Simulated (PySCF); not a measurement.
# C3H7BF2 (isopropyldifluoroborane): the cost of one run

The runs use PySCF 2.14.0, with density-fitted response routines of our own; the level of theory stands in each step. All values are computed, except where a source is named. Atoms count from 0, in the outputs and in this text.

## Step 1: Starting geometry

13 atoms, charge 0, multiplicity 1; geometry from: PBE0-D3(BJ)/def2-SVP.

Bonds of the start (Å): C0–C1 1.54, C1–C2 1.52, C1–B3 1.57, B3–F4 1.32, B3–F5 1.32, C0–H6 1.10, C0–H7 1.10, C0–H8 1.10, C1–H9 1.11, C2–H10 1.10, C2–H11 1.10, C2–H12 1.10.

## Step 2: NMR shieldings: PBE0/pcSseg-1

The job: settings as JSON, then the geometry in Å.

```
{"job": {"kind": "nmr", "xc": "PBE0", "basis": "pcSseg-1", "pop": false}, "charge": 0, "multiplicity": 1}
C     -1.010537    -0.919381     0.335489
C      0.038767    -0.065746    -0.391541
C      1.411644    -0.145040     0.266770
B     -0.501265     1.396969    -0.528229
F      0.095777     2.438557     0.025417
F     -1.612680     1.656829    -1.197318
H     -0.693351    -1.973145     0.385894
H     -1.986889    -0.884500    -0.170436
H     -1.156947    -0.573974     1.372245
H      0.111070    -0.449611    -1.427691
H      1.382289     0.242826     1.297426
H      1.770789    -1.185320     0.314678
H      2.163418     0.443679    -0.280540
```

Level: GIAO PBE0/pcSseg-1 NMR shielding, non-relativistic, gas phase.

The run is started by

```console
> OMP_NUM_THREADS=1 python probes_run.py task.json out
```

The driver reads the jobs from task.json and runs them one after another.

Q: Estimate the wall time and peak memory of this first job on 1 thread of Arm Neoverse V2, shared host.

About 10 s, with a peak of 0.72 GiB.
